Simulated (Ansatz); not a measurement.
Run this with Ansatz's Python interface and show what comes out.

Script `relaxed_scan.py`:
```python
'''One bond of CH3I held at set lengths while the rest relaxes.'''

import warnings

import ansatz as az
import numpy as np

warnings.simplefilter('ignore', az.DeckWarning)

geometry_ang = [
    ('C', (0.0036, -0.1841, 0.1333)),
    ('I', (0.3732, 1.3663, -1.2965)),
    ('H', (0.7136, -0.8933, 0.1256)),
    ('H', (-0.0562, 0.2905, 1.1251)),
    ('H', (-0.9843, -0.653, -0.1288)),
]
ch3i = az.Crystal.molecule()
for symbol, xyz in geometry_ang:
    ch3i = ch3i.atom(symbol, xyz)

base = (
    ch3i.calculation()
    .basis(gaussian='def2-SVP')
    .functional('pbe', dispersion='d4')
)
symbols = [site.symbol for site in ch3i.cartesian_sites]
pairs = [(0, 1), (0, 2), (0, 3), (0, 4)]
print('held (A)   E (eV)        ', '  '.join(f'{symbols[i]}{i}-{symbols[j]}{j}' for i, j in pairs))
for length in [1.97, 2.14, 2.31, 2.57, 2.89]:
    rep = base.relax(constraints=[az.DistanceConstraint((0, 1), at=length)], force_tolerance=0.02, max_steps=60).run(threads=1, pin='off').report
    xyz = np.array(rep['positions_ang'])
    print(f'{length:6.2f} {rep["free_energy_ev"]:14.5f}  ', '  '.join(f'{np.linalg.norm(xyz[i] - xyz[j]):.3f}' for i, j in pairs))
```

`python relaxed_scan.py` gives:
```text
held (A)   E (eV)         C0-I1  C0-H2  C0-H3  C0-H4
  1.97    -9183.67980   1.970  1.106  1.106  1.106
  2.14    -9183.99186   2.140  1.103  1.103  1.103
  2.31    -9183.89030   2.310  1.102  1.102  1.102
  2.57    -9183.41716   2.570  1.100  1.100  1.100
  2.89    -9182.72734   2.890  1.099  1.099  1.099
```

Notes:
- Total energies depend on the basis set; only differences at equal settings carry meaning.
- The energies are electronic: no zero-point or thermal terms, and the basis set is short of its limit.
- def2 sets replace the cores of elements past krypton by effective core potentials.
- The script silences the warnings on its input, which a real study should read.
- Run time: 27 s on 1 thread of Arm Neoverse V1, on a shared host, peak memory 0.18 GiB.
